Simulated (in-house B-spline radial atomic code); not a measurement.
**Bi¹⁰⁺: density, ELF and screening along the radius**

Aim: the shell structure of Bi¹⁰⁺ in the radial density, the electron localisation function and the screened nuclear charge, under several settings.

Method: several methods, spin-polarised, as named in each step; spherical all-electron atom at the radial basis limit. Code: in-house B-spline radial atomic code version 1.

### Step 1. Starting point

| Property | Result |
| --- | --- |
| element | bismuth (Z = 83) |
| charge | +10 |
| electrons | 73 |
| configuration | [Xe] 4f14 5d5 |
| nucleus | point (non-relativistic runs) or finite (X2C runs) |

Outer shells as boxes (Hund's rule):

[Xe] 4f14 5d5
```
[Xe] core
4f [↑↓][↑↓][↑↓][↑↓][↑↓][↑↓][↑↓]
5d [↑ ][↑ ][↑ ][↑ ][↑ ]
```

Where spins are not typed, each open shell is filled with up spins first.

### Step 2. LDA (VWN5), non-rel.

Input settings:

```ini
Z = 83
electrons = 73.0
configuration = [Xe] 4f14 5d5
hamiltonian = nr
method = lda,vwn
spin_polarised = True
```

Run with:

```bash
$ python run_scf.py task.json out
```

task.json lists these runs, among others, and the program works through them in turn.

### Step 3. PBE, non-rel.

Input settings:

```ini
Z = 83
electrons = 73.0
configuration = [Xe] 4f14 5d5
hamiltonian = nr
method = pbe,pbe
spin_polarised = True
```

### Step 4. Hartree-Fock, non-rel.

Input settings:

```ini
Z = 83
electrons = 73.0
configuration = [Xe] 4f14 5d5
hamiltonian = nr
method = hf
spin_polarised = True
```

### Step 5. TPSS, non-rel.

Input settings:

```ini
Z = 83
electrons = 73.0
configuration = [Xe] 4f14 5d5
hamiltonian = nr
method = tpss,tpss
spin_polarised = True
```

### Step 6. PBE0, non-rel.

Input settings:

```ini
Z = 83
electrons = 73.0
configuration = [Xe] 4f14 5d5
hamiltonian = nr
method = pbe0
spin_polarised = True
```

Q: How large is the system in each run, where do the shell borders lie, and what is the highest level?

The runs gave:

| run | total energy (hartree) | highest level (eV) | radius holding 50 / 90 / 99 % (bohr) | radius at n = 0.001 (bohr) | ELF minima on the full grid (bohr) |
| --- | --- | --- | --- | --- | --- |
| LDA (VWN5), non-rel. | -20061.8739 | -179.68 | 0.323 / 0.938 / 1.54 | 2.36 | 0.027, 0.093, 0.26, 0.72 |
| PBE, non-rel. | -20070.8638 | -179.67 | 0.323 / 0.938 / 1.54 | 2.36 | 0.027, 0.093, 0.26, 0.72 |
| Hartree-Fock, non-rel. | -20067.5954 | -190.73 | 0.323 / 0.939 / 1.54 | 2.35 | 0.027, 0.093, 0.26, 0.72 |
| TPSS, non-rel. | -20070.5569 | -179.84 | 0.323 / 0.938 / 1.54 | 2.35 | 0.027, 0.093, 0.26, 0.72 |
| PBE0, non-rel. | -20071.2016 | -182.78 | 0.323 / 0.938 / 1.54 | 2.35 | 0.027, 0.093, 0.26, 0.72 |

In the first run ELF has 4 minima on the grid, which mark the borders between shells. On the record's full grid the screened charge (r times the electrostatic potential) falls from 82.9 near the nucleus to 10.00 at 3.7 bohr; far out it tends to the net charge, 10. The grid is coarse (about 23 % a step), so the places of minima are rough.
